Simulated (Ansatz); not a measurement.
# SiN2H4F (SMILES N[Si](N)F): U-r2SCAN/def2-SVPD

Aim: the electronic atomisation energy of SiN2H4F at U-r2SCAN/def2-SVPD, from 5 runs. 

The results are computed with Ansatz 0.2.0.

37 further runs of the same task are left out: 37 set aside as unsound or not needed.

### Step 1. The molecule

The species is SiN2H4F (8 atoms), meant as a doublet with charge 0. As SMILES, `N[Si](N)F`. Geometry: relaxed at PBE0-D4/def2-TZVP. This is one conformer, not always the lowest.

Bond lengths: N1–Si2 1.712 Å, Si2–N3 1.701 Å, Si2–F4 1.611 Å, N1–H5 1.008 Å, N1–H6 1.008 Å, N3–H7 1.005 Å, N3–H8 1.009 Å. Angles: N1–Si2–N3 106.6°, N1–Si2–F4 103.4°, N3–Si2–F4 115.9°, Si2–N1–H5 119.3°, Si2–N1–H6 119.1°, Si2–N3–H7 121.7°, Si2–N3–H8 121.3°, H5–N1–H6 111.5°, H7–N3–H8 112.7°.

### Step 2. The energy at U-r2SCAN/def2-SVPD

molecule.yaml

```yaml
crystal:
  periodic: [false, false, false]
  atoms:
    - {symbol: "N", position_ang: [-0.814900, 1.031500, -0.359900]}
    - {symbol: Si, position_ang: [0.517200, -0.020700, -0.581300]}
    - {symbol: "N", position_ang: [0.780300, -0.793300, 0.910700]}
    - {symbol: F, position_ang: [0.045300, -0.971200, -1.794000]}
    - {symbol: H, position_ang: [-1.331700, 1.348900, -1.165000]}
    - {symbol: H, position_ang: [-0.763800, 1.744700, 0.350200]}
    - {symbol: H, position_ang: [1.648600, -1.254800, 1.120500]}
    - {symbol: H, position_ang: [0.011100, -1.142300, 1.463200]}
basis:
  gaussian:
    orbitals: def2-SVPD
magnetization:
  spin_polarized: true
  initial_magnetization: 1
hamiltonian:
  xc: r2scan
accuracy: high
output:
  orbitals: {seedname: orbitals}
```

Launch:

```console
ansatz run molecule.yaml --threads 1 --pin off --max-ram 3480MiB --events-out events.jsonl --progress --plain --runs-dir runs
```

Standard output:

```text
Warning: RAYON_NUM_THREADS=1 ignored (pool sized by the plan → 1); use --threads N
Functional definition: r2SCAN
  name "r2SCAN"
  parameter k0 = 0.174
  parameter k1 = 0.065
  parameter a1 = 4.9479
  exchange = r2scan_x(k0 = k0, k1 = k1, a1 = a1)
  correlation = r2scan_c
2421 factors; integrals over basis functions are off by at most 3.4e-9 eV
mean field evaluation 1: about -13619.1480 eV, gradient 5.8e1 eV
mean field evaluation 2: about -13587.7890 eV, gradient 9.5e1 eV
mean field evaluation 4: about -13631.6097 eV, gradient 8.3e0 eV
mean field evaluation 8: about -13631.8613 eV, gradient 3.4e-1 eV
mean field evaluation 16: about -13631.8619 eV, gradient 1.0e-4 eV
mean field -13631.86190400 eV, -500.9616849642 hartree, gradient 8.2e-8 eV, S^2 0.752565; 0 other end points of the search recorded, 0 dependent functions left out
reference -13631.86190805 eV, -500.9616851131 hartree; 21, 20 occupied and 98, 99 virtual orbitals, 2421 factors
Total energy: -13631.86190805 eV, -500.9616851131 hartree
```

Run time: 31 s. Hardware: 1 thread of Arm Neoverse V1, shared host; peak memory 0.56 GiB.

### Step 3. The F atom, same level

input.yaml

```yaml
crystal:
  periodic: [false, false, false]
  atoms:
    - {symbol: F, position_ang: [0.000000, 0.000000, 0.000000]}
basis:
  gaussian:
    orbitals: def2-SVPD
magnetization:
  spin_polarized: true
  initial_magnetization: 1
hamiltonian:
  xc: {name: r2SCAN}
accuracy: high
```

Run the same way, it converges to -99.60884 Eh (log not shown).

### Step 4. The H atom

run.yaml

```yaml
crystal:
  periodic: [false, false, false]
  atoms:
    - {symbol: H, position_ang: [0.000000, 0.000000, 0.000000]}
basis:
  gaussian:
    orbitals: def2-SVPD
magnetization:
  spin_polarized: true
  initial_magnetization: 1
accuracy: high
hamiltonian:
  xc: r2scan
total_charge: 0
```

Run the same way, it converges to -0.49921 Eh (log not shown).

### Step 5. The N atom, same level

molecule.yaml

```yaml
crystal:
  periodic: [false, false, false]
  atoms:
    - {symbol: "N", position_ang: [0.000000, 0.000000, 0.000000]}
basis:
  gaussian: {orbitals: def2-SVPD}
hamiltonian: {xc: r2scan}
accuracy: high
magnetization: {spin_polarized: true, initial_magnetization: 3}
```

Launch:

```console
ansatz run molecule.yaml --threads 1 --pin off --max-ram 3480MiB --events-out events.jsonl --progress --plain --runs-dir runs
```

Standard output:

```text
Warning: RAYON_NUM_THREADS=1 ignored (pool sized by the plan → 1); use --threads N
Functional definition: r2SCAN
  name "r2SCAN"
  parameter k0 = 0.174
  parameter k1 = 0.065
  parameter a1 = 4.9479
  exchange = r2scan_x(k0 = k0, k1 = k1, a1 = a1)
  correlation = r2scan_c
163 factors; integrals over basis functions are off by at most 3.0e-9 eV
mean field evaluation 1: about -1483.3423 eV, gradient 5.0e0 eV
mean field evaluation 2: about -1483.4206 eV, gradient 3.0e0 eV
mean field evaluation 4: about -1483.4664 eV, gradient 5.9e-2 eV
mean field evaluation 8: about -1483.4627 eV, gradient 1.2e-3 eV
mean field evaluation 16: about -1483.4627 eV, gradient 4.5e-9 eV
mean field -1483.46266319 eV, -54.5162473451 hartree, gradient 4.5e-9 eV, S^2 3.755576; 0 other end points of the search recorded, 0 dependent functions left out
reference -1483.46266376 eV, -54.5162473660 hartree; 5, 2 occupied and 15, 18 virtual orbitals, 163 factors
Total energy: -1483.46266376 eV, -54.5162473660 hartree
```

It took 1 s on 1 thread of Arm Neoverse V1, shared host; peak memory 0.096 GiB.

### Step 6. The Si atom

in.yaml

```yaml
crystal:
  periodic: [false, false, false]
  atoms:
    - {symbol: Si, position_ang: [0.000000, 0.000000, 0.000000]}
basis:
  gaussian: {orbitals: def2-SVPD}
accuracy: high
total_charge: 0
magnetization: {spin_polarized: true, initial_magnetization: 2}
hamiltonian: {xc: {name: r2SCAN}}
```

Run the same way, it converges to -289.24569 Eh (log not shown).

### Step 7. Summary of results

Level: U-r2SCAN/def2-SVPD.

| quantity | value |
| --- | --- |
| molecule: total energy | -500.96169 Eh |
| molecule: HOMO energy (highest over α and β) | -4.83 eV |
| molecule: LUMO energy (lowest over α and β) | -2.21 eV |
| molecule: ⟨S²⟩ | 0.753 |
| F atom: total energy | -99.60884 Eh |
| F atom: ⟨S²⟩ | 0.752 |
| H atom: total energy | -0.49921 Eh |
| H atom: ⟨S²⟩ | 0.750 |
| N atom: total energy | -54.51625 Eh |
| N atom: ⟨S²⟩ | 3.756 |
| Si atom: total energy | -289.24569 Eh |
| Si atom: ⟨S²⟩ | 2.009 |
| electronic atomisation energy | 29.329 eV |

**Reading.** Taking the molecule apart into free atoms costs 29.33 eV (2830 kJ/mol), before zero-point energy and without spin-orbit coupling.
